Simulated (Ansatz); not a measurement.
# C₃HN₃O₃Si: taking an electron away

An exercise on one series of results from a longer session: the logs are not shown, and one member is left open.

The runs use Ansatz 0.2.0, Gaussian basis; unrestricted cation, the program's frozen cores in correlated methods.

Levels to be run: UKS PBE-D4/def2-TZVPP; UKS r2SCAN-D4/def2-TZVPP; UKS PBE0-D4/def2-TZVPP; UKS B3LYP-D4/def2-TZVPP; UKS wB97X-V/def2-TZVPP; UKS wB97M-V/def2-TZVPP; UKS B2PLYP/def2-TZVPP; UHF-CCSD(T)/def2-TZVPP; UHF-MP2/def2-QZVPP; extrapolation to the limit; then −ε(HOMO) from the neutral's earlier runs with LDA (SPW92), PBE-D4, revPBE-D4, BLYP-D4, r2SCAN-D4, B97M-V, PBE0-D4, B3LYP-D4, r2SCANh-D4, r2SCAN0-D4, HSE06-D4, BHLYP-D4, CAM-B3LYP-D4, LC-ωPBE, ωB97X-V, ωB97M-V.

## The geometry

The geometry comes from an earlier relaxation with PBE0-D4 in a triple-zeta def2 set; it is a stationary point, not always the lowest conformer.

SMILES `O=C=N[SiH](N=C=O)N=C=O`, 11 atoms, charge 0, spin multiplicity 1.

Atoms are counted from 1 here; the program's logs count them from 0.

Bond lengths: O1–C2 1.161 Å, C2–N3 1.193 Å, N3–Si4 1.687 Å, Si4–N5 1.687 Å, Si4–N8 1.687 Å, Si4–H11 1.467 Å, N5–C6 1.193 Å, C6–O7 1.161 Å, N8–C9 1.193 Å, C9–O10 1.161 Å. Angles: O1–C2–N3 179.8°, C2–N3–Si4 179.1°, N3–Si4–N5 109.0°, N3–Si4–N8 109.1°, N3–Si4–H11 109.9°, N5–Si4–N8 109.1°, N5–Si4–H11 109.9°, N8–Si4–H11 109.9°, Si4–N5–C6 179.4°, N5–C6–O7 179.8°, Si4–N8–C9 179.1°, N8–C9–O10 179.8°.

Set-up of the first run:

Input file in.yaml:

```yaml
crystal:
  periodic: [false, false, false]
  atoms:
    - {symbol: O, position_ang: [-3.019354, -0.400298, 2.365628]}
    - {symbol: C, position_ang: [-2.001065, -0.302109, 1.815802]}
    - {symbol: N, position_ang: [-0.952701, -0.201514, 1.255564]}
    - {symbol: Si, position_ang: [0.517449, -0.061030, 0.440360]}
    - {symbol: N, position_ang: [0.580627, 1.440437, -0.325961]}
    - {symbol: C, position_ang: [0.616685, 2.498394, -0.875929]}
    - {symbol: O, position_ang: [0.655178, 3.529534, -1.408974]}
    - {symbol: N, position_ang: [0.620907, -1.278049, -0.723201]}
    - {symbol: C, position_ang: [0.679069, -2.132500, -1.553617]}
    - {symbol: O, position_ang: [0.739791, -2.966123, -2.359995]}
    - {symbol: H, position_ang: [1.628716, -0.183643, 1.390823]}
basis:
  gaussian: {orbitals: def2-TZVPP}
total_charge: 1
magnetization: {spin_polarized: true, initial_magnetization: 1}
hamiltonian: {xc: pbe, dispersion: d4}
```

Run with:

```console
$ ansatz run in.yaml --threads 2 --pin off --events-out ev --progress --plain --max-ram 22528MiB --backend cuda --devices 0, --max-vram 18GiB
```

Steps of the session up to this table: Cation, UKS PBE-D4/def2-TZVPP; Cation, UKS r2SCAN-D4/def2-TZVPP; Cation, UKS PBE0-D4/def2-TZVPP; Cation, UKS B3LYP-D4/def2-TZVPP; Cation, UKS wB97X-V/def2-TZVPP; Cation, UKS wB97M-V/def2-TZVPP; Cation, UKS B2PLYP (frozen core)/def2-TZVPP; Cation, UHF-CCSD(T)/def2-TZVPP; Cation, UHF-MP2/def2-QZVPP.

One table of the session follows, with a row left open; its other results are not shown here.

It belongs to the step «Ionisation energies side by side». For comparison, −ε(HOMO) of the neutral from earlier runs:

| functional | −ε(HOMO) (eV) |
| --- | --- |
| LDA (SPW92) | 7.81 |
| PBE-D4 | 7.57 |
| revPBE-D4 | 7.49 |
| BLYP-D4 | ? |
| r2SCAN-D4 | 7.89 |
| B97M-V | 7.90 |
| PBE0-D4 | 8.98 |
| B3LYP-D4 | 8.72 |
| r2SCANh-D4 | 8.42 |
| r2SCAN0-D4 | 9.21 |
| HSE06-D4 | 8.58 |
| BHLYP-D4 | 10.28 |
| CAM-B3LYP-D4 | 10.32 |
| LC-ωPBE | 11.64 |
| ωB97X-V | 11.26 |
| ωB97M-V | 11.17 |

Estimate the missing values for BLYP-D4.

Worked estimate for «−ε(HOMO) (eV)». Against the share of exact exchange, B3LYP-D4 (0.2, 8.72), BHLYP-D4 (0.5, 10.28) give a slope of 5.20 per unit share; at 0 the line stands at 7.68.

The run gave: −ε(HOMO) (eV): 7.43. In «−ε(HOMO) (eV)» the line misses by +0.25.

Caveats from the session: The cation may have settled in a state other than its lowest; no search over hole states beyond the program's own was made.
